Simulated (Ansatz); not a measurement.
Geometry optimisation, DFT PBE, scalar-relativistic, plane waves, PAW (Ansatz).

Input file:

```yaml
crystal:
  lattice:
    - [5.81166, 0.0, 0.0]
    - [-2.90583, 5.033045, 0.0]
    - [0.0, 0.0, 18.094125]
  atoms:
    - { symbol: W, position: [0.0, 0.0, 0.0552666] }
    - { symbol: C, position: [0.3333333, 0.1666667, 0.1336801] }
    - { symbol: W, position: [0.0, 0.0, 0.2120937] }
    - { symbol: C, position: [0.3333333, 0.1666667, 0.2905073] }
    - { symbol: W, position: [0.0, 0.0, 0.3689209] }
    - { symbol: C, position: [0.3333333, 0.1666667, 0.4473344] }
    - { symbol: W, position: [0.0, 0.5, 0.0552666] }
    - { symbol: C, position: [0.3333333, 0.6666667, 0.1336801] }
    - { symbol: W, position: [0.0, 0.5, 0.2120937] }
    - { symbol: C, position: [0.3333333, 0.6666667, 0.2905073] }
    - { symbol: W, position: [0.0, 0.5, 0.3689209] }
    - { symbol: C, position: [0.3333333, 0.6666667, 0.4473344] }
    - { symbol: W, position: [0.5, 0.0, 0.0552666] }
    - { symbol: C, position: [0.8333333, 0.1666667, 0.1336801] }
    - { symbol: W, position: [0.5, 0.0, 0.2120937] }
    - { symbol: C, position: [0.8333333, 0.1666667, 0.2905073] }
    - { symbol: W, position: [0.5, 0.0, 0.3689209] }
    - { symbol: C, position: [0.8333333, 0.1666667, 0.4473344] }
    - { symbol: W, position: [0.5, 0.5, 0.0552666] }
    - { symbol: C, position: [0.8333333, 0.6666667, 0.1336801] }
    - { symbol: W, position: [0.5, 0.5, 0.2120937] }
    - { symbol: C, position: [0.8333333, 0.6666667, 0.2905073] }
    - { symbol: W, position: [0.5, 0.5, 0.3689209] }
    - { symbol: C, position: [0.8333333, 0.6666667, 0.4473344] }
    - { symbol: Si, position: [0.32254, 0.6298756, 0.5528935] }
basis:
  ecutwfc: 420.0
kpoints:
  mp_grid: { grid: [3, 3, 1] }
hamiltonian:
  xc: pbe
  pseudopotentials: { kind: paw, azcp: { folder: soft_1 } }
scf:
  occupations: { method: gaussian, width: 0.1 }
  lower_state_search: "off"
relax:
  f_tol: 0.03
  max_steps: 60
  adjacent_minimum: "off"
  constraints: [{ sites: [0, 1, 6, 7, 12, 13, 18, 19] }]
output:
  write_density: true
  write_potential: true
  elf: true
  volumetric_format: npy
```

Launched with:

```bash
$ ansatz run input.yaml --threads 4 --pin off --max-ram 10240MiB --backend cpu --events-out ev --progress --plain --runs-dir out
```

Question: Where does it end, and by what steps?

Answer: It converged. Limits of this set-up: coarse k mesh, thin slab, slab without dipole correction. After 13 steps the energy has fallen by 5.796 eV; Si25 moved furthest, 1.84 Å. Joined: W5–Si25 (4.60 → 2.78 Å), C6–Si25 (3.33 → 1.89 Å), W11–Si25 (3.71 → 2.78 Å), C18–Si25 (3.37 → 1.89 Å), W23–Si25 (3.67 → 2.78 Å).

| step | energy less start (eV) | largest force component (eV/Å) | accepted |
| --- | --- | --- | --- |
| 0 | 0.0000 | 5.066 | yes |
| 1 | -3.0208 | 1.979 | yes |
| 2 | -3.2896 | 0.739 | yes |
| 3 | -3.5170 | 1.020 | yes |
| 4 | -3.7913 | 1.127 | yes |
| 5 | -4.1241 | 1.326 | yes |
| 6 | -4.5299 | 1.384 | yes |
| 7 | -4.9206 | 1.325 | yes |
| 8 | -5.2850 | 0.864 | yes |
| 9 | -5.6172 | 0.882 | yes |
| 10 | -5.7279 | 1.066 | yes |
| 11 | -5.7932 | 0.130 | yes |
| 12 | -5.7952 | 0.084 | yes |
| 13 | -5.7955 | 0.009 | yes |

```xyz
25
Lattice="5.8117 0.0000 0.0000 -2.9058 5.0330 0.0000 0.0000 0.0000 18.0941" Properties=species:S:1:pos:R:3
W 0.000 0.000 1.000
C 1.453 0.839 2.419
W 0.000 0.001 3.844
C 1.461 0.834 5.239
W 0.000 0.001 6.706
C 1.434 0.850 8.015
W -1.453 2.517 1.000
C 0.000 3.355 2.419
W -1.452 2.516 3.844
C 0.000 3.365 5.239
W -1.452 2.516 6.706
C 0.000 3.334 8.015
W 2.906 0.000 1.000
C 4.359 0.839 2.419
W 2.906 0.000 3.866
C 4.350 0.834 5.239
W 2.906 0.000 6.831
C 4.378 0.850 8.015
W 1.453 2.517 1.000
C 2.906 3.355 2.419
W 1.452 2.516 3.844
C 2.906 3.355 5.205
W 1.452 2.516 6.706
C 2.906 3.356 7.806
Si 0.000 1.678 8.923
```

The run took 2.6 min on 4 threads of Arm Neoverse V2, with other jobs on the host, peak memory 1.8 GiB.
